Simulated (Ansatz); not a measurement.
# CuO: the cost of one run

Computed with Ansatz 0.2.0 (DFT PBE, scalar-relativistic, plane waves, PAW, unless a step's input says otherwise).

2 further runs of the same task are left out: 1 that didn't finish, 1 set aside as unsound or not needed.

## (1) The starting structure

The structure is trigonal, space group P-3m1 (No. 164). The conventional cell has a = 3.192 Å, b = 3.192 Å, c = 33.390 Å, α = 90.00°, β = 90.00°, γ = 120.00°. Around Cu (site symmetry 3m) lie 3 O at 1.84 Å. Around O (site symmetry 3m) lie 3 Cu at 1.84 Å.

Coordinates:

```
CELL_PARAMETERS angstrom
3.19214 0.00000 0.00000
-1.59607 2.76447 0.00000
0.00000 0.00000 33.39007
ATOMIC_POSITIONS crystal
Cu 0.00000 0.00000 0.24039
Cu 0.00000 0.00000 0.32864
O 0.66667 0.33333 0.23789
O 0.33333 0.66667 0.33114
```

It is the end of an earlier relaxation with the same method, from a generated guess; it is a trial structure. At a tolerance of 0.05 Å it has layer group p-3m1 (No. 72); it has 2.21 Å²/atom, an uncorrected energy of -0.34 eV/atom over the elements.

Only a and b are periodic; c spans vacuum, so the box's volume, pressure and space group aren't properties of the sheet.

## (2) Bands, states and charges

input.yaml

```yaml
crystal:
  lattice:
    - [3.1921377366, -3.0e-09, 0.0]
    - [-1.5960688657, 2.7644723738, 0.0]
    - [0.0, 0.0, 33.3900676]
  atoms:
    - { symbol: Cu, position: [0.0, 0.0, 0.2403873223], spin: 0.09 }
    - { symbol: Cu, position: [0.0, 0.0, 0.3286441702], spin: 0.09 }
    - { symbol: O, position: [0.6666666667, 0.3333333333, 0.2378920709], spin: 0.07 }
    - { symbol: O, position: [0.3333333333, 0.6666666667, 0.3311394216], spin: 0.07 }
  periodic: [true, true, false]
basis:
  ecutwfc: 420
kpoints:
  mp_grid: { grid: [18, 18, 1] }
  band_path:
    path:
      - [0.0, 0.0, 0.0]
      - [0.5, 0.0, 0.0]
      - [0.33333333, 0.33333333, 0.0]
      - [0.0, 0.0, 0.0]
    npoints: 14
hamiltonian:
  xc: pbe
scf:
  occupations: { method: gaussian, width: 0.1 }
  n_extra_bands: 10
output:
  forces: true
  stress: true
  eigenvalues: true
  populations: true
  dos: { projected: true, de: 0.02, nscf_kmesh: { grid: [22, 22, 1] } }
  bader: true
  write_density: true
  write_potential: true
  elf: true
  volumetric_format: npy
magnetization:
  spin_polarized: true
checkpoint:
  read: start.run
  write: ck
  compress: false
  write_wavefunctions: false
  write_every: 100000
```

Run with:

```sh
> ansatz run input.yaml --threads 1 --pin off --max-ram 2560MiB --backend cpu --events-out ev --progress --plain --runs-dir out
```

What time and memory should one allow on 1 thread of AMD EPYC 9R45 (Zen 5), shared host?

About 81 s, with a peak of 0.89 GiB.
